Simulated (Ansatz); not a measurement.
# H4OSiTe: basis-set convergence

The task here is to estimate one member of a computed series from the others.

The runs use Ansatz 0.2.0, Gaussian basis; one geometry, several basis sets.

Plan: PBE0-D4/def2-SVP; ωB97M-V/def2-SVP; PBE0-D4/def2-QZVPP; ωB97M-V/def2-QZVPP; the functionals' def2-TZVPP values are taken from earlier runs.

### Structure used throughout

An earlier PBE0-D4 in a triple-zeta def2 set relaxation fixed the geometry. Te takes the def2 core potential; no spin-orbit term is included.

7 atoms, charge 0, spin multiplicity 1.

Atoms are counted from 1 here; the program's logs count them from 0.

Bond lengths: O1–Si2 1.643 Å, O1–H4 0.959 Å, Si2–Te3 2.499 Å, Si2–H5 1.485 Å, Si2–H6 1.478 Å, Te3–H7 1.657 Å. Angles: Si2–O1–H4 117.4°, O1–Si2–Te3 113.5°, O1–Si2–H5 112.1°, O1–Si2–H6 105.5°, Te3–Si2–H5 106.3°, Te3–Si2–H6 108.1°, H5–Si2–H6 111.4°, Si2–Te3–H7 91.0°.

Coordinates:

```
O    -1.5983   -0.0725   -0.4915
Si   -0.2037    0.5701    0.0933
Te    1.2365   -1.0901    1.2822
H    -1.5409   -0.9190   -0.9378
H     0.6353    1.1558   -0.9823
H    -0.6220    1.5984    1.0698
H     2.1545   -1.3107   -0.0794
```

Set-up of the first run:

File in.yaml:

```yaml
crystal:
  periodic: [false, false, false]
  atoms:
    - {symbol: O, position_ang: [-1.598342, -0.072525, -0.491534]}
    - {symbol: Si, position_ang: [-0.203671, 0.570134, 0.093301]}
    - {symbol: Te, position_ang: [1.236499, -1.090078, 1.282244]}
    - {symbol: H, position_ang: [-1.540906, -0.919045, -0.937821]}
    - {symbol: H, position_ang: [0.635298, 1.155771, -0.982327]}
    - {symbol: H, position_ang: [-0.621964, 1.598412, 1.069844]}
    - {symbol: H, position_ang: [2.154484, -1.310669, -0.079406]}
basis:
  gaussian: {orbitals: def2-SVP}
hamiltonian: {xc: pbe0, dispersion: d4}
output: {orbitals: {seedname: orbitals}}
```

Launch:

```sh
$ ansatz run in.yaml --threads 2 --pin off --events-out ev --progress --plain --max-ram 4352MiB
```

Among the steps run: PBE0-D4 in def2-SVP; ωB97M-V in def2-SVP; PBE0-D4 in def2-QZVPP; ωB97M-V in def2-QZVPP.

One table of the session follows, with a row left open; its other results are not shown here.

It belongs to the step «Functionals by basis». 

```
functional       basis  HOMO (eV)
   PBE0-D4    def2-SVP      -6.59
   PBE0-D4  def2-TZVPP      -6.68
   PBE0-D4  def2-QZVPP      -6.71
   ωB97M-V    def2-SVP      -8.63
   ωB97M-V  def2-TZVPP          ?
   ωB97M-V  def2-QZVPP      -8.78
```

Q: Estimate the row for ωB97M-V, def2-TZVPP from the others.

The run gave: HOMO (eV): -8.76. In the column «HOMO (eV)» it lies between ωB97M-V, def2-QZVPP (-8.78) and ωB97M-V, def2-SVP (-8.63).
